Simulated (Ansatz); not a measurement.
# CH₆FGe radical (built from SMILES [CH3].[F][GeH3]): search for a transition state

Is there a first-order saddle for this halogen abstraction, which should form F1–C3 and break F1–Ge2, and which two structures does it connect?

Program: Ansatz 0.2.0, Gaussian basis. Level of theory: PBE0-D4, def2-SVP first, then def2-TZVP. These are calculated values, not measurements.

152 further runs of the same task are left out: 152 set aside as unsound or not needed. Runs told in other sessions of the task aren't counted.

## Step 1: Starting geometry

The guess: 9 atoms, charge 0, spin multiplicity 2.

Atoms are counted from 1 here; the program's logs count them from 0.

Bond lengths: Ge2–H4 1.508 Å, Ge2–H5 1.509 Å, Ge2–H6 1.508 Å, C3–H7 1.071 Å, C3–H8 1.071 Å, C3–H9 1.071 Å. Angles: H4–Ge2–H5 116.8°, H4–Ge2–H6 116.9°, H5–Ge2–H6 116.8°, H7–C3–H8 118.1°, H7–C3–H9 118.1°, H8–C3–H9 118.1°.

As a file:

| atom | x (Å) | y (Å) | z (Å) |
| --- | --- | --- | --- |
| F1 | -0.01090 | -0.01020 | 0.01100 |
| Ge2 | -0.78140 | 1.88480 | -0.80440 |
| C3 | 0.67200 | -1.61090 | 0.68550 |
| H4 | 0.41090 | 2.38710 | -0.02940 |
| H5 | -1.97330 | 1.43050 | 0.00160 |
| H6 | -0.49780 | 1.13470 | -2.08140 |
| H7 | 1.57150 | -1.21860 | 1.11430 |
| H8 | 0.74540 | -2.14240 | -0.24130 |
| H9 | -0.13670 | -1.85500 | 1.34420 |

Distances that are to change: F1–C3 1.87 Å, F1–Ge2 2.20 Å.

## Step 2: Relaxing the guess with the reacting distances held

hold/in.yaml

```yaml
crystal:
  periodic: [false, false, false]
  atoms:
    - {symbol: F, position_ang: [-0.010900, -0.010200, 0.011000]}
    - {symbol: Ge, position_ang: [-0.781400, 1.884800, -0.804400]}
    - {symbol: C, position_ang: [0.672000, -1.610900, 0.685500]}
    - {symbol: H, position_ang: [0.410900, 2.387100, -0.029400]}
    - {symbol: H, position_ang: [-1.973300, 1.430500, 0.001600]}
    - {symbol: H, position_ang: [-0.497800, 1.134700, -2.081400]}
    - {symbol: H, position_ang: [1.571500, -1.218600, 1.114300]}
    - {symbol: H, position_ang: [0.745400, -2.142400, -0.241300]}
    - {symbol: H, position_ang: [-0.136700, -1.855000, 1.344200]}
basis:
  gaussian: {orbitals: def2-SVP}
magnetization: {spin_polarized: true, initial_magnetization: 1}
hamiltonian: {xc: pbe0, dispersion: d4}
relax: {f_tol: 0.04, max_steps: 150, escape_saddle: false, constraints: [{distance: [0, 2]}, {distance: [0, 1]}]}
```

The run is started by

```
ansatz run in.yaml --threads 8 --pin off --events-out ev --progress --plain --max-ram 19148MiB
```

The runs that follow: A starting Hessian; Saddle search in the small basis; Saddle search in triple zeta; Vibrations at the point found; Relaxing after a step of 0.30 Å one way along the mode; Relaxing after a step of 0.30 Å the other way along the mode.

Before running it: what results should come out? Wanted: imaginary mode; barrier from the start side; barrier from the end side; energy of the step; pairs that change; zero-point energy at the saddle.

As calculated:

```
                       quantity                        value
                 imaginary mode                    784i cm⁻¹
    barrier from the start side                37.4 kcal/mol
      barrier from the end side                23.6 kcal/mol
             energy of the step               +13.8 kcal/mol
              pairs that change  F1–C3 formed, F1–Ge2 broken
zero-point energy at the saddle                     1.562 eV
```

**Reading.** The point has a single imaginary mode (784i cm⁻¹), as a transition state must. The two relaxations end on the structures that were planned. At PBE0-D4/def2-TZVP the electronic barrier is 37.4 kcal/mol, about 63 kT at 298 K, and the step runs 13.8 kcal/mol uphill. These are plain relaxations, not an intrinsic reaction coordinate.
